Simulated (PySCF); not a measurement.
The system is NCGaCl2, in a box.

```xyz
5
Lattice="12.0000 0.0000 0.0000 0.0000 13.0000 0.0000 0.0000 0.0000 13.0000" Properties=species:S:1:pos:R:3 pbc="T T T"
N     7.3355    4.7634    8.3126
C     6.9194    5.3666    7.4238
Ga    6.2266    6.3702    5.9429
Cl    4.6904    5.5554    4.7554
Cl    7.0076    8.2786    5.5168
```

Base run:

- Program: PySCF 2.14.0
- Functional: revTPSS
- Dispersion: D3(OP)
- Potentials or basis: def2-svp (all-electron)
- k mesh: 1 × 1 × 1
- Occupations: fixed
- Spin: no spin polarisation

Its results: gap between the frontier levels 5.29 eV.

Q: After a change of settings the same cell gave: gap between the frontier levels 9.47 eV. Which change was it?
A. functional from revTPSS to M06-2X; dispersion from D3(OP) to D3
B. functional from revTPSS to PBE50; dispersion from D3(OP) to none
C. functional from revTPSS to B97-D; dispersion from D3(OP) to D3(BJM)

A: B.

Caveats: this is a molecule in a periodic box at the Γ point, so its band gap is the HOMO-LUMO gap; relativity is left out, which matters for the heavier elements; the basis of atomic orbitals isn't converged, which shifts pressures, moduli and gaps.

Not every run made on this cell is shown here.
